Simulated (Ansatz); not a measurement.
# KGe3Pb: the cost of one run

Computed with Ansatz 0.2.0 (DFT PBE, scalar-relativistic, plane waves, PAW, unless a step's input says otherwise).

### 1 The system as given

It takes space group Pm-3m (No. 221, cubic). The conventional cell has a = 4.855 Å, b = 4.855 Å, c = 4.855 Å, α = 90.00°, β = 90.00°, γ = 90.00°. K (site symmetry m-3m) is surrounded by 12 Ge at 3.43 Å. Around Ge (site symmetry 4/mmm) lie 2 Pb at 2.43 Å. Pb (site symmetry m-3m) is surrounded by 6 Ge at 2.43 Å.

As a file:

```
CELL_PARAMETERS angstrom
4.85490 0.00000 0.00000
0.00000 4.85490 0.00000
0.00000 0.00000 4.85490
ATOMIC_POSITIONS crystal
K 0.00000 0.00000 0.00000
Ge 0.00000 0.50000 0.50000
Ge 0.50000 0.00000 0.50000
Ge 0.50000 0.50000 0.00000
Pb 0.50000 0.50000 0.50000
```

This is candidate A: cubic perovskite type (Pm-3m, No. 221).

(A quick probe on a coarse mesh, which set the mesh and smearing, is not shown.)

### 3 Coarse relaxation (candidate A)

Contents of input.yaml:

```yaml
crystal:
  lattice:
    - [4.8548957704, 0.0, 0.0]
    - [0.0, 4.8548957704, 0.0]
    - [0.0, 0.0, 4.8548957704]
  atoms:
    - { symbol: K, position: [0.0, 0.0, 0.0] }
    - { symbol: Ge, position: [0.0, 0.5, 0.5] }
    - { symbol: Ge, position: [0.5, 0.0, 0.5] }
    - { symbol: Ge, position: [0.5, 0.5, 0.0] }
    - { symbol: Pb, position: [0.5, 0.5, 0.5] }
basis:
  ecutwfc: 420
kpoints:
  mp_grid: { grid: [4, 4, 4] }
hamiltonian:
  xc: pbe
scf:
  occupations: { method: gaussian, width: 0.1 }
  lower_state_search: "off"
output:
  forces: true
  stress: true
  eigenvalues: true
relax:
  adjacent_minimum: "off"
  f_tol: 0.04
  max_steps: 70
  cell: { stress_tol: 0.4 }
```

Started as:

```console
$ ansatz run input.yaml --threads 1 --pin off --max-ram 2560MiB --backend cpu --events-out ev --progress --plain --runs-dir out
```

Q: Estimate wall time and peak memory on 1 thread of Arm Neoverse V1, shared host.

About 38 s, with a peak of 0.43 GiB.
